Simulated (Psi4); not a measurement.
**One shape, several levels: SbH3 (stibine)**

Aim: a comparison of 6 runs (HF/def2-TZVPP, BHLYP/def2-TZVPP, CAM-B3LYP/def2-TZVPP, M06-2X/def2-TZVPP, wB97X/def2-TZVPP, MP2/def2-TZVPP) of SbH3 (stibine). 

The results are computed with Psi4 1.11.

### Step 1. Starting point

SbH3: 4 atoms, total charge 0, spin state singlet. SMILES: `[SbH3]`. The Sb1–H3 distance was set to 2.561 Å, away from the relaxed value. At this shape a bond of the SMILES string is far longer than usual.

Bond lengths: Sb1–H2 1.707 Å, Sb1–H4 1.707 Å. Angles: H2–Sb1–H4 91.4°.

### Step 2. Energy and forces at HF/def2-TZVPP (core potential) (run 1)

h3sb.xyz reads:

```xyz
4
H3Sb
Sb     1.204011     0.027505    -0.701203
H      1.591611     0.409505     0.917197
H     -1.039100    -0.984400     0.008900
H      0.486711     1.559205    -0.935003
```

run.py reads:

```python
import psi4

psi4.set_memory(2200000000)
psi4.set_num_threads(1)
psi4.set_output_file('psi4.out', False)

with open('h3sb.xyz') as f:
    atoms = ''.join(f.readlines()[2:])
m = psi4.geometry('0 1\n' + atoms + 'symmetry c1')

psi4.set_options(dict(basis='def2-TZVPP', puream=True, e_convergence=1e-09, d_convergence=1e-08, scf_type='pk'))

energy_value, wavefunction = psi4.gradient('scf', return_wfn=True)
psi4.oeprop(wavefunction, 'MULLIKEN_CHARGES', 'MAYER_INDICES', 'LOWDIN_CHARGES', title='SCF')
print('gradient / Eh bohr^-1')
print(energy_value.np.round(6))
print(f'energy = {wavefunction.energy():.10f} Eh')
```

Launch:

```bash
$ python run.py
```

psi4.out:

```text
[...]
    !!!  WARNING: ECP capability is in beta. Please check occupations closely.  !!!
[...]
  Running in c1 symmetry.
[...]
  Nuclear repulsion =   19.565199530996559
[...]
  Multiplicity = 1
[...]
  Nalpha       = 13
  Nbeta        = 13
[...]
    Number of basis functions: 92
[...]
   @RHF iter   1:  -240.76474468138446   -1.97885e+00   5.54912e-03 DIIS/ADIIS
[...]
   @RHF iter  12:  -240.89980574760727   -3.06954e-12   2.24160e-09 DIIS
[...]
    Orbital Energies [Eh]
    ---------------------
    Doubly Occupied:
       1A     -6.552883     2A     -4.624469     3A     -4.621158
       4A     -4.617085     5A     -1.654207     6A     -1.653069
       7A     -1.648170     8A     -1.648142     9A     -1.643320
      10A     -0.740064    11A     -0.479150    12A     -0.404877
      13A     -0.340556
[...]
  @RHF Final Energy:  -240.89980574760727
   => Energetics <=
    Nuclear Repulsion Energy =             19.5651995309965585
    One-Electron Energy =                -459.6757113823005625
    Two-Electron Energy =                 199.2107061036967366
    Total Energy =                       -240.8998057476072745
[...]
 Multipole Moments:
 ------------------------------------------------------------------------------------
     Multipole            Electronic (a.u.)      Nuclear  (a.u.)        Total (a.u.)
 ------------------------------------------------------------------------------------
 L = 1.  Multiply by 2.5417464519 to convert [e a0] to [Debye]
 Dipole X            :          4.6556602           -3.8338959            0.8217643
 Dipole Y            :         -1.0092797            1.3438174            0.3345376
 Dipole Z            :         -3.4040618            3.1214392           -0.2826226
 Magnitude           :                                                    0.9311753
[...]
  -Total Gradient:
     Atom            X                  Y                   Z
    ------   -----------------  -----------------  -----------------
       1        0.052387634533     0.017571536985    -0.020355585933
       2        0.000295257936     0.001955577557     0.003387988074
       3       -0.051372709086    -0.023151943276     0.016278592502
       4       -0.001310183382     0.003624828734     0.000689005358
[...]
  Mulliken Charges: (a.u.)
   Center  Symbol    Alpha    Beta     Spin     Total
       1    SB    11.29178 11.29178  0.00000  0.41645
       2     H     0.55807  0.55807  0.00000 -0.11614
       3     H     0.59208  0.59208  0.00000 -0.18416
       4     H     0.55807  0.55807  0.00000 -0.11614
   Total alpha = 13.00000, Total beta = 13.00000, Total charge = -0.00000
  Lowdin Charges: (a.u.)
   Center  Symbol    Alpha    Beta     Spin     Total
       1    SB    11.28435 11.28435  0.00000  0.43129
       2     H     0.57451  0.57451  0.00000 -0.14902
[...]
```

On the terminal:

```text
gradient / Eh bohr^-1
[[ 0.052388  0.017572 -0.020356]
 [ 0.000295  0.001956  0.003388]
 [-0.051373 -0.023152  0.016279]
 [-0.00131   0.003625  0.000689]]
energy = -240.8998057476 Eh
```

Wall time 9.3 s (1 thread of Intel Xeon Platinum 8259CL at 2.50GHz (Skylake/Cascade Lake), shared host); peak memory 0.33 GiB.

### Step 3. Energy and forces at BHLYP/def2-TZVPP (core potential) (run 2)

job.in reads:

```
memory 2200 MB

molecule {
  0 1
  Sb     1.204011     0.027505    -0.701203
  H      1.591611     0.409505     0.917197
  H     -1.039100    -0.984400     0.008900
  H      0.486711     1.559205    -0.935003
  units angstrom
  symmetry c1
}

set {
  basis                def2-TZVPP
  puream               true
  e_convergence        1e-09
  d_convergence        1e-08
  scf_type             pk
  dft_radial_points    99
  dft_spherical_points 590
}

E = gradient('bhhlyp')
```

Launch:

```bash
$ psi4 -i job.in -o job.out -n 1
```

job.out:

```text
[...]
    !!!  WARNING: ECP capability is in beta. Please check occupations closely.  !!!
[...]
  Running in c1 symmetry.
[...]
  Nuclear repulsion =   19.565199530996559
[...]
  Multiplicity = 1
[...]
  Nalpha       = 13
  Nbeta        = 13
[...]
    Number of basis functions: 92
[...]
   @RKS iter   1:  -241.54430512759893   -1.52319e+00   8.17818e-03 ADIIS/DIIS
[...]
   @RKS iter  11:  -241.88446605129883   -5.33475e-11   7.22987e-09 DIIS
[...]
    Orbital Energies [Eh]
    ---------------------
    Doubly Occupied:
       1A     -6.051787     2A     -4.221414     3A     -4.217911
       4A     -4.214010     5A     -1.453838     6A     -1.452909
       7A     -1.448998     8A     -1.448948     9A     -1.445093
      10A     -0.647202    11A     -0.407554    12A     -0.347848
      13A     -0.297430
[...]
  @RKS Final Energy:  -241.88446605129883
   => Energetics <=
    Nuclear Repulsion Energy =             19.5651995309965585
    One-Electron Energy =                -460.0730247431621933
    Two-Electron Energy =                 209.2552615304826134
    DFT Exchange-Correlation Energy =     -10.6319023696157977
    Empirical Dispersion Energy =           0.0000000000000000
    VV10 Nonlocal Energy =                  0.0000000000000000
    Total Energy =                       -241.8844660512988298
[...]
 Multipole Moments:
 ------------------------------------------------------------------------------------
     Multipole            Electronic (a.u.)      Nuclear  (a.u.)        Total (a.u.)
 ------------------------------------------------------------------------------------
 L = 1.  Multiply by 2.5417464519 to convert [e a0] to [Debye]
 Dipole X            :          4.5322187           -3.8338959            0.6983228
 Dipole Y            :         -1.1010037            1.3438174            0.2428137
 Dipole Z            :         -3.3873498            3.1214392           -0.2659105
 Magnitude           :                                                    0.7856982
[...]
  -Total Gradient:
     Atom            X                  Y                   Z
    ------   -----------------  -----------------  -----------------
       1        0.046201104912     0.018130046245    -0.016317635460
       2        0.001132791322     0.000788315116     0.002386842639
       3       -0.046708123467    -0.021537481122     0.014497718410
       4       -0.000625847376     0.002616760661    -0.000568344583
[...]
```

Wall time 17 s (1 thread of Intel Xeon Platinum 8259CL at 2.50GHz (Skylake/Cascade Lake), shared host); peak memory 0.85 GiB.

### Step 4. A single-point energy at CAM-B3LYP/def2-TZVPP (core potential) (run 3)

h3sb.dat reads:

```
memory 2.2 GB

molecule geom {
  0 1
  Sb     2.27525104     0.05197692    -1.32508163
  H      3.00770889     0.77385230     1.73325113
  H     -1.96361442    -1.86024640     0.01681856
  H      0.91975049     2.94647042    -1.76689960
  units bohr
  symmetry c1
}

set basis def2-TZVPP
set reference rks
set puream true
set e_convergence 1e-09
set d_convergence 1e-08
set scf_type pk
set dft_radial_points 99
set dft_spherical_points 590

e_tot = energy('cam-b3lyp')
```

Launch:

```bash
$ psi4 -n 1 h3sb.dat h3sb.out
```

h3sb.out:

```text
[...]
    !!!  WARNING: ECP capability is in beta. Please check occupations closely.  !!!
[...]
  Running in c1 symmetry.
[...]
  Nuclear repulsion =   19.565199541245235
[...]
  Multiplicity = 1
[...]
  Nalpha       = 13
  Nbeta        = 13
[...]
    Number of basis functions: 92
[...]
   @RKS iter   1:  -241.57959210792387   -1.55514e+00   8.54786e-03 ADIIS/DIIS
[...]
   @RKS iter  12:  -241.94343656486990   -1.64846e-12   2.21788e-09 DIIS
[...]
    Orbital Energies [Eh]
    ---------------------
    Doubly Occupied:
       1A     -5.811867     2A     -4.043241     3A     -4.039453
       4A     -4.035366     5A     -1.395563     6A     -1.394752
       7A     -1.390946     8A     -1.390927     9A     -1.387365
      10A     -0.654035    11A     -0.414363    12A     -0.359170
      13A     -0.311042
[...]
  @RKS Final Energy:  -241.94343656486990
   => Energetics <=
    Nuclear Repulsion Energy =             19.5651995412452351
    One-Electron Energy =                -460.0590042149444798
    Two-Electron Energy =                 213.1769975623243454
    DFT Exchange-Correlation Energy =     -14.6266294534950134
    Empirical Dispersion Energy =           0.0000000000000000
    VV10 Nonlocal Energy =                  0.0000000000000000
    Total Energy =                       -241.9434365648698986
[...]
 Multipole Moments:
 ------------------------------------------------------------------------------------
     Multipole            Electronic (a.u.)      Nuclear  (a.u.)        Total (a.u.)
 ------------------------------------------------------------------------------------
 L = 1.  Multiply by 2.5417464519 to convert [e a0] to [Debye]
 Dipole X            :          4.5059459           -3.8338959            0.6720500
 Dipole Y            :         -1.1113895            1.3438174            0.2324279
 Dipole Z            :         -3.3781212            3.1214392           -0.2566820
 Magnitude           :                                                    0.7560156
[...]
```

Run time: 15 s. Hardware: 1 thread of Intel Xeon Platinum 8259CL at 2.50GHz (Skylake/Cascade Lake), shared host; peak memory 0.92 GiB.

Runs 4 to 5 aren't shown in full; the table further down has their settings and results.

### Step 5. A single-point energy at MP2/def2-TZVPP (core potential) (run 6)

input.json reads:

```json
{
  "schema_name": "qcschema_input",
  "schema_version": 1,
  "molecule": {
    "schema_name": "qcschema_molecule",
    "schema_version": 2,
    "symbols": ["Sb", "H", "H", "H"],
    "geometry": [2.27525104, 0.05197692, -1.32508163, 3.00770889, 0.7738523, 1.73325113, -1.96361442, -1.8602464, 0.01681856, 0.91975049, 2.94647042, -1.7668996],
    "molecular_charge": 0,
    "molecular_multiplicity": 1,
    "fix_symmetry": "c1"
  },
  "driver": "energy",
  "model": {
    "method": "mp2",
    "basis": "def2-TZVPP"
  },
  "keywords": {
    "reference": "rhf",
    "puream": true,
    "e_convergence": 1e-09,
    "d_convergence": 1e-08,
    "scf_type": "pk",
    "num_frozen_docc": 4,
    "mp2_type": "conv"
  }
}
```

Launch:

```bash
$ psi4 --qcschema input.json -n 1 --memory 2200MB
```

stdout:

```text
[...]
    !!!  WARNING: ECP capability is in beta. Please check occupations closely.  !!!
[...]
  Running in c1 symmetry.
[...]
  Nuclear repulsion =   19.565199541245235
[...]
  Multiplicity = 1
[...]
  Nalpha       = 13
  Nbeta        = 13
[...]
    Number of basis functions: 92
[...]
   @RHF iter   1:  -240.76174993495124   -1.98906e+00   5.58769e-03 DIIS/ADIIS
[...]
   @RHF iter  12:  -240.89980574748142   -1.02318e-12   1.61411e-09 DIIS
[...]
    Orbital Energies [Eh]
    ---------------------
    Doubly Occupied:
       1A     -6.552883     2A     -4.624469     3A     -4.621158
       4A     -4.617085     5A     -1.654207     6A     -1.653069
       7A     -1.648170     8A     -1.648142     9A     -1.643320
      10A     -0.740064    11A     -0.479150    12A     -0.404877
      13A     -0.340556
[...]
  @RHF Final Energy:  -240.89980574748142
   => Energetics <=
    Nuclear Repulsion Energy =             19.5651995412452351
    One-Electron Energy =                -459.6757113984562011
    Two-Electron Energy =                 199.2107061097295286
    Total Energy =                       -240.8998057474814232
[...]
 Multipole Moments:
 ------------------------------------------------------------------------------------
     Multipole            Electronic (a.u.)      Nuclear  (a.u.)        Total (a.u.)
 ------------------------------------------------------------------------------------
 L = 1.  Multiply by 2.5417464519 to convert [e a0] to [Debye]
 Dipole X            :          4.6556602           -3.8338959            0.8217643
 Dipole Y            :         -1.0092797            1.3438174            0.3345376
 Dipole Z            :         -3.4040618            3.1214392           -0.2826225
 Magnitude           :                                                    0.9311753
[...]
	SCS-MP2 Total Energy (a.u.)        :  -241.24947042574701
	SOS-MP2 Total Energy (a.u.)        :  -241.21311269466338
	SCSN-MP2 Total Energy (a.u.)       :  -241.09177456760307
[...]
	SOS-PI-MP2 Total Energy (a.u.)     :  -241.26533051919370
[...]
	MP2 Total Energy (a.u.)            :  -241.26996806338400
[...]
```

The result, in JSON:

```text
{
 "driver": "energy",
 "model": {
  "method": "mp2",
  "basis": "def2-TZVPP"
 },
 "success": true,
 "return_result": -241.269968063384,
 "properties": {
  "calcinfo_nbasis": 92,
  "calcinfo_nmo": 92,
  "calcinfo_nalpha": 13,
  "calcinfo_nbeta": 13,
  "calcinfo_natom": 4,
  "nuclear_repulsion_energy": 19.565199541245235,
  "return_energy": -241.269968063384,
  "scf_one_electron_energy": -459.6757113984562,
  "scf_two_electron_energy": 199.21070610972953,
  "scf_dipole_moment": [0.8217642857491878, 0.3345376482682145, -0.28262250934376576],
  "scf_total_energy": -240.89980574748142,
  "scf_iterations": 12,
  "mp2_same_spin_correlation_energy": -0.10907319325092905,
  "mp2_opposite_spin_correlation_energy": -0.26108912265163364,
  "mp2_singles_energy": 0.0,
  "mp2_doubles_energy": -0.37016231590256266,
  "mp2_correlation_energy": -0.37016231590257576,
  "mp2_total_energy": -241.269968063384
 }
}
```

It took 6.9 s on 1 thread of Intel Xeon Platinum 8259CL at 2.50GHz (Skylake/Cascade Lake), shared host; peak memory 0.48 GiB.

### Step 6. All runs side by side

```csv
run,level,integration grid,task,energy (Eh),dipole moment (D),HOMO energy (eV),LUMO energy (eV),wall time
1,HF/def2-TZVPP (core potential),–,gradient,-240.899806,2.37,-9.27,0.19,9.3 s
2,BHLYP/def2-TZVPP (core potential),99 radial × 590 angular,gradient,-241.884466,2.00,-8.09,-1.91,17 s
3,CAM-B3LYP/def2-TZVPP (core potential),99 radial × 590 angular,energy,-241.943437,1.92,-8.46,-1.74,15 s
4,M06-2X/def2-TZVPP (core potential),99 radial × 590 angular,gradient,-241.858630,2.01,-8.08,-1.80,35 s
5,wB97X/def2-TZVPP (core potential),99 radial × 590 angular,energy,-241.997529,2.08,-9.36,-0.82,14 s
6,MP2/def2-TZVPP (core potential),–,energy,-241.269968,–,-9.27,0.19,6.9 s
```

### Step 7. Results

| quantity | value |
| --- | --- |
| run 6: total energy | -241.26997 Eh |
| run 6: HOMO energy (Hartree–Fock orbitals) | -9.27 eV |
| run 6: LUMO energy (Hartree–Fock orbitals) | 0.19 eV |
| run 6: HOMO–LUMO gap (Hartree–Fock orbitals) | 9.46 eV |
| run 6: correlation energy (4 core orbitals frozen) | -370.2 mEh |

Over runs 1, 2, 3, 4, 5 the dipole moment (its size) runs from 1.92 D (CAM-B3LYP/def2-TZVPP) to 2.37 D (HF/def2-TZVPP). Over runs 1, 2, 3, 4, 5 the HOMO–LUMO gap runs from 6.18 eV (BHLYP/def2-TZVPP) to 9.46 eV (HF/def2-TZVPP). Exact exchange widens orbital gaps. Totals of different functionals can't be ranked against each other. All runs together took 97 s, the longest 35 s.
